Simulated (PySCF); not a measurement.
# Lu(49+), Lu(50+): ionisation energy in even-tempered 17s12p7d4f3g, part 2 of 2

Aim: the ionisation energy of lutetium from differences of total energies, at each level of theory, and how far each lands from the tabulated value where there is one.

PySCF 2.14.0; even-tempered 17s12p7d4f3g, scalar relativity by spin-free X2C-1e. The scripts are equivalent inputs of a driver's runs. Earlier steps stand in the parts before.

## 3. Lu(50+)

#### UHF

Contents of input.py:

```python
from pyscf import gto, scf, dft, mp, cc
mol = gto.M(atom="Lu 0 0 0", charge=50, spin=3, symmetry="D2h",
            basis=gto.etbs([(0, 17, 11, 2.5), (1, 12, 15, 2.5), (2, 7, 15, 2.5), (3, 4, 54, 2.7), (4, 3, 81, 2.7)]),
            nucmod="G")
mf = scf.UHF(mol).sfx2c1e()
mf.irrep_nelec = {'Ag': (3, 3), 'B1g': (1, 0), 'B2g': (1, 0), 'B3g': (1, 0), 'B1u': (2, 2), 'B2u': (2, 2), 'B3u': (2, 2)}
mf.kernel()
```

What it wrote:

```text
damping factor = 0
level_shift factor = 0
DIIS = <class 'pyscf.scf.diis.CDIIS'>
diis_start_cycle = 1
diis_space = 10
diis_damp = 0
SCF conv_tol = 1e-09
SCF conv_tol_grad = None
number electrons alpha = 12  beta = 9
cycle= 1 E= -12300.3576590368  delta_E= -0.0107  |g|= 0.0474  |ddm|= 0.00901
cycle= 2 E= -12300.3576721137  delta_E= -1.31e-05  |g|= 0.00175  |ddm|= 0.000364
cycle= 3 E= -12300.3576721331  delta_E= -1.94e-08  |g|= 1.01e-05  |ddm|= 1.52e-05
cycle= 4 E= -12300.3576721331  delta_E= 1.82e-11  |g|= 1.15e-07  |ddm|= 1.05e-07
converged SCF energy = -12300.3576721331  <S^2> = 3.7501558  2S+1 = 4.0000779
```

CPU time 14 s on a shared host, the integrals not counted.

The occupied shells:

| shell | electrons | mean orbital energy (eV) | spread (eV) | rms radius (bohr) |
| --- | --- | --- | --- | --- |
| 1s α | 1 | -66869.6 | 0 | 0.0219 |
| 1s β | 1 | -66869.0 | 0 | 0.0219 |
| 2s α | 1 | -14116.0 | 0 | 0.0877 |
| 2s β | 1 | -14088.9 | 0 | 0.0877 |
| 2p α | 3 | -12831.1 | 0 | 0.0793 |
| 2p β | 3 | -12803.6 | 0 | 0.0793 |
| 3s α | 1 | -5314.6 | 0 | 0.215 |
| 3s β | 1 | -5284.1 | 0 | 0.215 |
| 3p α | 3 | -4916.6 | 0 | 0.213 |
| 3p β | 3 | -4878.7 | 0 | 0.213 |
| 3d α | 3 | -4514.4 | 0 | 0.189 |

⟨S²⟩ = 3.750, ⟨L²⟩ = 12.00.

Spin-orbit constants on these orbitals (cm⁻¹; bare nucleus, screened nucleus, mean field): 3d 230600, 198100, 196500. To first order in LS coupling the lowest level has J = 3/2 and lies 48.7 eV below the centre of the term.

Spin-orbit coupling is strong in this species (close to jj coupling), so the high-spin LS determinant is a model state, not a physical level.

#### LDA

input.py differs from the last one in:

```diff
@@ -4,3 +4,3 @@
             nucmod="G")
-mf = scf.UHF(mol).sfx2c1e()
+mf = dft.UKS(mol, xc="LDA,VWN").sfx2c1e()
 mf.irrep_nelec = {'Ag': (3, 3), 'B1g': (1, 0), 'B2g': (1, 0), 'B3g': (1, 0), 'B1u': (2, 2), 'B2u': (2, 2), 'B3u': (2, 2)}
```

What it wrote:

```text
damping factor = 0
level_shift factor = 0
DIIS = <class 'pyscf.scf.diis.CDIIS'>
diis_start_cycle = 1
diis_space = 10
diis_damp = 0
SCF conv_tol = 1e-09
SCF conv_tol_grad = None
number electrons alpha = 12  beta = 9
XC functionals = LDA,VWN
    P. A. M. Dirac.,  Math. Proc. Cambridge Philos. Soc. 26, 376 (1930)
    F. Bloch.,  Z. Phys. 57, 545 (1929)
    S. H. Vosko, L. Wilk, and M. Nusair.,  Can. J. Phys. 58, 1200 (1980)
cycle= 1 E= -12291.7699781285  delta_E= -0.0235  |g|= 0.0749  |ddm|= 0.0379
cycle= 2 E= -12291.7699843278  delta_E= -6.2e-06  |g|= 0.0047  |ddm|= 0.000517
cycle= 3 E= -12291.769984386  delta_E= -5.82e-08  |g|= 0.000197  |ddm|= 5.89e-05
cycle= 4 E= -12291.7699843862  delta_E= -1.8e-10  |g|= 2.86e-06  |ddm|= 3.69e-06
converged SCF energy = -12291.7699843862  <S^2> = 3.7500259  2S+1 = 4.000013
```

CPU time 1.5 s on a shared host, the integrals not counted.

#### PBE

input.py differs from the last one in:

```diff
@@ -4,3 +4,3 @@
             nucmod="G")
-mf = dft.UKS(mol, xc="LDA,VWN").sfx2c1e()
+mf = dft.UKS(mol, xc="PBE").sfx2c1e()
 mf.irrep_nelec = {'Ag': (3, 3), 'B1g': (1, 0), 'B2g': (1, 0), 'B3g': (1, 0), 'B1u': (2, 2), 'B2u': (2, 2), 'B3u': (2, 2)}
```

What it wrote:

```text
damping factor = 0
level_shift factor = 0
DIIS = <class 'pyscf.scf.diis.CDIIS'>
diis_start_cycle = 1
diis_space = 10
diis_damp = 0
SCF conv_tol = 1e-09
SCF conv_tol_grad = None
number electrons alpha = 12  beta = 9
XC functionals = PBE
    J. P. Perdew, K. Burke, and M. Ernzerhof.,  Phys. Rev. Lett. 77, 3865 (1996)
    J. P. Perdew, K. Burke, and M. Ernzerhof.,  Phys. Rev. Lett. 78, 1396 (1997)
    J. P. Perdew, K. Burke, and M. Ernzerhof.,  Phys. Rev. Lett. 77, 3865 (1996)
    J. P. Perdew, K. Burke, and M. Ernzerhof.,  Phys. Rev. Lett. 78, 1396 (1997)
cycle= 1 E= -12301.9463335044  delta_E= -0.0167  |g|= 0.0168  |ddm|= 0.0278
cycle= 2 E= -12301.946334035  delta_E= -5.31e-07  |g|= 0.000412  |ddm|= 0.000215
cycle= 3 E= -12301.9463340362  delta_E= -1.2e-09  |g|= 4.91e-05  |ddm|= 1.17e-05
cycle= 4 E= -12301.9463340362  delta_E= -2e-11  |g|= 1.21e-06  |ddm|= 9.76e-07
converged SCF energy = -12301.9463340362  <S^2> = 3.7500365  2S+1 = 4.0000182
```

It used 1.9 s of CPU time after the integrals (shared host).

#### PBE0

input.py differs from the last one in:

```diff
@@ -4,3 +4,3 @@
             nucmod="G")
-mf = dft.UKS(mol, xc="PBE").sfx2c1e()
+mf = dft.UKS(mol, xc="PBE0").sfx2c1e()
 mf.irrep_nelec = {'Ag': (3, 3), 'B1g': (1, 0), 'B2g': (1, 0), 'B3g': (1, 0), 'B1u': (2, 2), 'B2u': (2, 2), 'B3u': (2, 2)}
```

What it wrote:

```text
damping factor = 0
level_shift factor = 0
DIIS = <class 'pyscf.scf.diis.CDIIS'>
diis_start_cycle = 1
diis_space = 10
diis_damp = 0
SCF conv_tol = 1e-09
SCF conv_tol_grad = None
number electrons alpha = 12  beta = 9
XC functionals = PBE0
    C. Adamo and V. Barone.,  J. Chem. Phys. 110, 6158 (1999)
    M. Ernzerhof and G. E. Scuseria.,  J. Chem. Phys. 110, 5029 (1999)
cycle= 1 E= -12301.8114123443  delta_E= -0.0111  |g|= 0.0198  |ddm|= 0.0207
cycle= 2 E= -12301.8114135362  delta_E= -1.19e-06  |g|= 0.000377  |ddm|= 0.000325
cycle= 3 E= -12301.8114135371  delta_E= -8.29e-10  |g|= 3.36e-05  |ddm|= 7.41e-06
cycle= 4 E= -12301.8114135371  delta_E= -1.09e-11  |g|= 1.05e-06  |ddm|= 6.14e-07
converged SCF energy = -12301.8114135371  <S^2> = 3.750057  2S+1 = 4.0000285
```

It used 3.5 s of CPU time after the integrals (shared host).

#### r2SCAN

input.py differs from the last one in:

```diff
@@ -4,3 +4,3 @@
             nucmod="G")
-mf = dft.UKS(mol, xc="PBE0").sfx2c1e()
+mf = dft.UKS(mol, xc="R2SCAN").sfx2c1e()
 mf.irrep_nelec = {'Ag': (3, 3), 'B1g': (1, 0), 'B2g': (1, 0), 'B3g': (1, 0), 'B1u': (2, 2), 'B2u': (2, 2), 'B3u': (2, 2)}
```

What it wrote:

```text
damping factor = 0
level_shift factor = 0
DIIS = <class 'pyscf.scf.diis.CDIIS'>
diis_start_cycle = 1
diis_space = 10
diis_damp = 0
SCF conv_tol = 1e-09
SCF conv_tol_grad = None
number electrons alpha = 12  beta = 9
XC functionals = R2SCAN
    J. W. Furness, A. D. Kaplan, J. Ning, J. P. Perdew, and J. Sun.,  J. Phys. Chem. Lett. 11, 8208-8215 (2020)
    J. W. Furness, A. D. Kaplan, J. Ning, J. P. Perdew, and J. Sun.,  J. Phys. Chem. Lett. 11, 9248-9248 (2020)
    J. W. Furness, A. D. Kaplan, J. Ning, J. P. Perdew, and J. Sun.,  J. Phys. Chem. Lett. 11, 8208-8215 (2020)
    J. W. Furness, A. D. Kaplan, J. Ning, J. P. Perdew, and J. Sun.,  J. Phys. Chem. Lett. 11, 9248-9248 (2020)
cycle= 1 E= -12302.2814661103  delta_E= -0.0124  |g|= 0.0255  |ddm|= 0.0202
cycle= 2 E= -12302.28146771  delta_E= -1.6e-06  |g|= 0.000798  |ddm|= 0.000334
cycle= 3 E= -12302.281467712  delta_E= -2.07e-09  |g|= 6.99e-05  |ddm|= 1.14e-05
cycle= 4 E= -12302.281467712  delta_E= -2e-11  |g|= 1.05e-06  |ddm|= 1.07e-06
converged SCF energy = -12302.281467712  <S^2> = 3.7500777  2S+1 = 4.0000388
```

It used 4.2 s of CPU time after the integrals (shared host).

#### TPSSh

input.py differs from the last one in:

```diff
@@ -4,3 +4,3 @@
             nucmod="G")
-mf = dft.UKS(mol, xc="R2SCAN").sfx2c1e()
+mf = dft.UKS(mol, xc="TPSSH").sfx2c1e()
 mf.irrep_nelec = {'Ag': (3, 3), 'B1g': (1, 0), 'B2g': (1, 0), 'B3g': (1, 0), 'B1u': (2, 2), 'B2u': (2, 2), 'B3u': (2, 2)}
```

What it wrote:

```text
damping factor = 0
level_shift factor = 0
DIIS = <class 'pyscf.scf.diis.CDIIS'>
diis_start_cycle = 1
diis_space = 10
diis_damp = 0
SCF conv_tol = 1e-09
SCF conv_tol_grad = None
number electrons alpha = 12  beta = 9
XC functionals = TPSSH
    V. N. Staroverov, G. E. Scuseria, J. Tao, and J. P. Perdew.,  J. Chem. Phys. 119, 12129 (2003)
cycle= 1 E= -12302.2519094215  delta_E= -0.00931  |g|= 0.0199  |ddm|= 0.0211
cycle= 2 E= -12302.2519102174  delta_E= -7.96e-07  |g|= 0.000281  |ddm|= 0.000206
cycle= 3 E= -12302.2519102178  delta_E= -3.37e-10  |g|= 1.9e-05  |ddm|= 4.11e-06
converged SCF energy = -12302.2519102178  <S^2> = 3.750053  2S+1 = 4.0000265
```

It used 4.9 s of CPU time after the integrals (shared host).

#### B97-3

input.py differs from the last one in:

```diff
@@ -4,3 +4,3 @@
             nucmod="G")
-mf = dft.UKS(mol, xc="TPSSH").sfx2c1e()
+mf = dft.UKS(mol, xc="HYB_GGA_XC_B97_3").sfx2c1e()
 mf.irrep_nelec = {'Ag': (3, 3), 'B1g': (1, 0), 'B2g': (1, 0), 'B3g': (1, 0), 'B1u': (2, 2), 'B2u': (2, 2), 'B3u': (2, 2)}
```

What it wrote:

```text
damping factor = 0
level_shift factor = 0
DIIS = <class 'pyscf.scf.diis.CDIIS'>
diis_start_cycle = 1
diis_space = 10
diis_damp = 0
SCF conv_tol = 1e-09
SCF conv_tol_grad = None
number electrons alpha = 12  beta = 9
XC functionals = HYB_GGA_XC_B97_3
    T. W. Keal and D. J. Tozer.,  J. Chem. Phys. 123, 121103 (2005)
cycle= 1 E= -12301.5927607638  delta_E= -0.0101  |g|= 0.0332  |ddm|= 0.0197
cycle= 2 E= -12301.5927619289  delta_E= -1.17e-06  |g|= 0.000358  |ddm|= 0.000326
cycle= 3 E= -12301.5927619295  delta_E= -6.18e-10  |g|= 1.66e-05  |ddm|= 6.41e-06
converged SCF energy = -12301.5927619295  <S^2> = 3.7500595  2S+1 = 4.0000297
```

It used 2.9 s of CPU time after the integrals (shared host).

#### MP2 (outer shells)

input.py differs from the last one in:

```diff
@@ -4,4 +4,5 @@
             nucmod="G")
-mf = dft.UKS(mol, xc="HYB_GGA_XC_B97_3").sfx2c1e()
+mf = scf.UHF(mol).sfx2c1e()
 mf.irrep_nelec = {'Ag': (3, 3), 'B1g': (1, 0), 'B2g': (1, 0), 'B3g': (1, 0), 'B1u': (2, 2), 'B2u': (2, 2), 'B3u': (2, 2)}
 mf.kernel()
+mp.UMP2(mf, frozen=5).kernel()
```

No log was kept for this step.

It used 2.2 s of CPU time after the integrals (shared host).

With 11 electrons correlated, the MP2 correlation energy is -0.48014 hartree (-0.14126 same spin, -0.33888 opposite spin); the SCS form gives -0.45374. Largest pairs of shells: 3p-3p -0.2169, 3p-3d -0.1539, 3s-3p -0.0524, 3s-3d -0.0268, 3d-3d -0.0200.

Radial density 4πr²ρ of Lu(50+) at UHF, without picture-change correction:

| r (bohr) | density | spin density |
| --- | --- | --- |
| 0.000426 | 3.08 | 0.000 |
| 0.000716 | 6.45 | 0.000 |
| 0.00120 | 13.1 | 0.000 |
| 0.00203 | 25.6 | -0.001 |
| 0.00341 | 46.3 | -0.001 |
| 0.00573 | 74.0 | -0.002 |
| 0.00965 | 96.4 | -0.002 |
| 0.0162 | 94.2 | 0.009 |
| 0.0273 | 84.7 | 0.138 |
| 0.0459 | 115 | 1.295 |
| 0.0772 | 101 | 7.226 |
| 0.130 | 61.7 | 17.854 |
| 0.218 | 56.3 | 11.547 |
| 0.367 | 4.48 | 0.775 |
| 0.618 | 0.0127 | 0.003 |

## 4. Orbital energies side by side

Highest occupied Hartree-Fock shell of each state: Lu(49+) 3d α at -4385.2 eV; Lu(50+) 3d α at -4514.4 eV.

## 5. The energy differences

Ionisation energy: Lu(49+) [Ar] 3d4 (5D) → Lu(50+) [Ar] 3d3 (4F).

| method | value (eV) | less the reference (eV) | CPU time, both states (s) |
| --- | --- | --- | --- |
| UHF | 4378.4 | -24.6 | 27 |
| LDA | 4377.2 | -25.8 | 2.9 |
| PBE | 4376.2 | -26.8 | 3.8 |
| PBE0 | 4377.2 | -25.8 | 6.9 |
| r2SCAN | 4376.2 | -26.8 | 8.6 |
| TPSSh | 4375.3 | -27.7 | 11 |
| B97-3 | 4377.6 | -25.4 | 6.4 |
| MP2 (outer shells) | 4378.7 | -24.3 | 32 |
| SCS-MP2 (outer shells) | 4378.2 | -24.8 | 32 |

Reference: 4403 ± 4 eV (theoretical estimate listed by NIST; NIST Atomic Spectra Database, ionization energies). Spin-orbit coupling is strong in these open shells (close to jj coupling). The scalar numbers leave it out, so it can dominate the gap to the real levels. For this ion Breit and QED terms and the two-electron picture change, all absent here, are large against electron correlation.

Times are CPU seconds on a shared host without the integrals; correlated rows include their Hartree-Fock run, whose time holds the symmetry-adapted start and any spin-orbit constants, while functionals begin from orbitals already made.

## 6. What came out

The summary covers parts 1 to 2.

| quantity | value |
| --- | --- |
| ionisation energy, Lu(49+) | UHF 4378.4, MP2 (outer shells) 4378.7 eV; reference 4403 ± 4 |

What this shows: The methods span 3.434 eV, from TPSSh (4375.3) to MP2 (outer shells) (4378.7). The reference is uncertain or not like for like (spin-orbit coupling or other relativistic terms), so no ranking of close methods is drawn. All values hold for this basis alone; no basis-set limit was taken.
